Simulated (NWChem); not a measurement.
# CH4FOY (SMILES [CH3][Y]([OH])[F]) at 3 levels

Aim: a comparison of 3 runs (HF/3-21G, HF/def2-SVP, MP2/3-21G) of CH4FOY. 

The calculation is run with NWChem 7.3.0.

### 1 The structure to begin with

CH4FOY: 8 atoms, total charge 0, spin state singlet. SMILES: `[CH3][Y]([OH])[F]`. The coordinates come from a PBE0-D4/def2-TZVP relaxation. This is one conformer, not always the lowest.

Bond lengths: C1–Y2 2.365 Å, Y2–O3 2.010 Å, Y2–F4 2.005 Å, C1–H5 1.099 Å, C1–H6 1.098 Å, C1–H7 1.098 Å, O3–H8 0.953 Å. Angles: C1–Y2–O3 114.8°, C1–Y2–F4 115.8°, O3–Y2–F4 123.2°, Y2–C1–H5 111.0°, Y2–C1–H6 113.4°, Y2–C1–H7 113.7°, Y2–O3–H8 170.0°, H5–C1–H6 105.4°, H5–C1–H7 105.9°, H6–C1–H7 106.8°.

### 2 Energy and forces at HF/3-21G (run 1)

Contents of work.nw:

```
start work
memory stack 880 mb heap 220 mb global 1100 mb

geometry noautosym nocenter noautoz
  C    -0.406800   -0.025700   -1.400700
  Y     0.831100   -0.104800    0.612500
  O    -0.073200    0.746300    2.193100
  F     2.132700   -1.621100    0.776200
  H    -1.322600   -0.629200   -1.323800
  H    -0.744600    0.985400   -1.665700
  H     0.139300   -0.416400   -2.269200
  H    -0.463600    1.008300    3.021800
end

basis spherical bse
  * library 3-21G
end

scf
  thresh 1e-08
  maxiter 80
  noprint "final vectors analysis"
end

task scf gradient
```

Launch:

```
$ nwchem work.nw > work.out
```

Output:

```text
[...]
  functions       =    71
[...]
  wavefunction    = RHF
[...]
         Total SCF energy =  -3529.164071681741
      One-electron energy =  -5487.643114220042
      Two-electron energy =   1655.475538525008
 Nuclear repulsion energy =    303.003504013293
        Time for solution =      6.7s
[...]
                         RHF ENERGY GRADIENTS
    atom               coordinates                        gradient
                 x          y          z           x          y          z
   1 C      -0.768741  -0.048566  -2.646939    0.006707  -0.000061   0.011250
   2 Y       1.570551  -0.198043   1.157457   -0.006258   0.006157  -0.022467
   3 O      -0.138328   1.410303   4.144358   -0.012093   0.010422   0.017305
   4 F       4.030219  -3.063435   1.466805    0.012873  -0.015059   0.001334
   5 H      -2.499352  -1.189016  -2.501619   -0.002554  -0.000910  -0.000933
   6 H      -1.407090   1.862136  -3.147717   -0.001718   0.002174  -0.001171
   7 H       0.263239  -0.786882  -4.288166    0.000790  -0.001101  -0.002323
   8 H      -0.876077   1.905411   5.710374    0.002253  -0.001624  -0.002994
[...]
```

Run time: 11 s. Hardware: 1 thread of Intel Xeon 6975P-C (Granite Rapids), shared host; peak memory 0.099 GiB.

### 3 Energy and forces at HF/def2-SVP (core potential) (run 2)

Contents of mymol.xyz:

```xyz
8
CH4FOY
C     -0.406800    -0.025700    -1.400700
Y      0.831100    -0.104800     0.612500
O     -0.073200     0.746300     2.193100
F      2.132700    -1.621100     0.776200
H     -1.322600    -0.629200    -1.323800
H     -0.744600     0.985400    -1.665700
H      0.139300    -0.416400    -2.269200
H     -0.463600     1.008300     3.021800
```

Contents of mymol.nw:

```
START mymol
TITLE "CH4FOY"
memory total 2200 mb

GEOMETRY units angstrom noautosym nocenter noautoz
 load mymol.xyz
END

BASIS spherical bse
 * library def2-SVP
END

ECP bse
 Y library def2-SVP
END

SCF
 thresh 1e-08
 maxiter 80
END

TASK scf gradient
```

Launch:

```
$ nwchem mymol.nw > mymol.out
```

Output:

```text
[...]
  functions       =    93
[...]
  wavefunction    = RHF
[...]
         Total SCF energy =   -252.355989586017
      One-electron energy =   -600.052180373119
      Two-electron energy =    227.770087254066
 Nuclear repulsion energy =    119.926103533036
        Time for solution =     10.4s
[...]
                         RHF ENERGY GRADIENTS
    atom               coordinates                        gradient
                 x          y          z           x          y          z
   1 C      -0.768741  -0.048566  -2.646939    0.003474  -0.000651   0.006795
   2 Y       1.570551  -0.198043   1.157457   -0.001611  -0.000462   0.000086
   3 O      -0.138328   1.410303   4.144358    0.009654  -0.008180  -0.023046
   4 F       4.030219  -3.063435   1.466805   -0.006705   0.006155  -0.000712
   5 H      -2.499352  -1.189016  -2.501619    0.000568   0.000341   0.000223
   6 H      -1.407090   1.862136  -3.147717    0.000354  -0.000561   0.000998
   7 H       0.263239  -0.786882  -4.288166    0.000274  -0.000072   0.001349
   8 H      -0.876077   1.905411   5.710374   -0.006009   0.003430   0.014307
[...]
```

It took 15 s on 1 thread of Intel Xeon 6975P-C (Granite Rapids), shared host; peak memory 0.11 GiB.

### 4 Energy and gradient at MP2/3-21G (run 3)

Contents of job.xyz:

```xyz
8
CH4FOY
C     -0.406800    -0.025700    -1.400700
Y      0.831100    -0.104800     0.612500
O     -0.073200     0.746300     2.193100
F      2.132700    -1.621100     0.776200
H     -1.322600    -0.629200    -1.323800
H     -0.744600     0.985400    -1.665700
H      0.139300    -0.416400    -2.269200
H     -0.463600     1.008300     3.021800
```

Contents of job.nw:

```
start job
title "CH4FOY"
memory 2200 mb

geometry noautosym nocenter noautoz
   load job.xyz
end

basis spherical bse
   * library 3-21G
end

scf
   thresh 1e-08
   maxiter 80
   noprint "final vectors analysis"
end

mp2
   freeze core 17
   tight
end

task mp2 gradient
```

Launch:

```
$ nwchem job.nw > job.out
```

Output:

```text
[...]
  functions       =    71
[...]
  wavefunction    = RHF
[...]
         Total SCF energy =  -3529.164071686869
      One-electron energy =  -5487.643114221667
      Two-electron energy =   1655.475538521505
 Nuclear repulsion energy =    303.003504013293
        Time for solution =      6.1s
[...]
          Total MP2 energy         -3529.653566633538
[...]
                         mp2 ENERGY GRADIENTS
    atom               coordinates                        gradient
                 x          y          z           x          y          z
   1 C      -0.768741  -0.048566  -2.646939    0.005434   0.000051   0.009536
   2 Y       1.570551  -0.198043   1.157457   -0.009795   0.006910  -0.023333
   3 O      -0.138328   1.410303   4.144358   -0.019445   0.015472   0.034248
   4 F       4.030219  -3.063435   1.466805    0.013827  -0.015467   0.001449
   5 H      -2.499352  -1.189016  -2.501619    0.002314   0.002626  -0.002174
   6 H      -1.407090   1.862136  -3.147717   -0.000165  -0.003638  -0.000377
   7 H       0.263239  -0.786882  -4.288166   -0.002904   0.001286   0.002120
   8 H      -0.876077   1.905411   5.710374    0.010735  -0.007239  -0.021469
[...]
```

It took 17 s on 1 thread of Intel Xeon 6975P-C (Granite Rapids), shared host; peak memory 0.18 GiB.

### 5 The series

```
run                         level  core potential  module   energy (Eh)  dipole moment (D)  largest force (eV/Å)  wall time
  1                      HF/3-21G               –     scf  -3529.164072               3.18                 1.240       11 s
  2  HF/def2-SVP (core potential)        def2-SVP     scf   -252.355990               3.05                 1.352       15 s
  3                     MP2/3-21G               –     mp2  -3529.653567               3.19                 2.176       17 s
```

### 6 What came out

| quantity | value |
| --- | --- |
| run 3: total energy | -3529.65357 Eh |
| run 3: dipole moment (of the density that the program reports) | 3.19 D |
| run 3: correlation energy (17 core orbitals frozen) | -489.5 mEh |
| run 3: largest force on an atom | 2.176 eV/Å |

**Reading.** The dipole moment (its size) runs from 3.05 D (HF/def2-SVP) to 3.19 D (MP2/3-21G). The two ends differ in method and basis and core potential. Some runs of one species differ in core potentials or relativity; totals across that change don't compare. In runs 1, 3 relativity is left out where basis or elements ask for it. All runs together took 43 s, the longest 17 s.
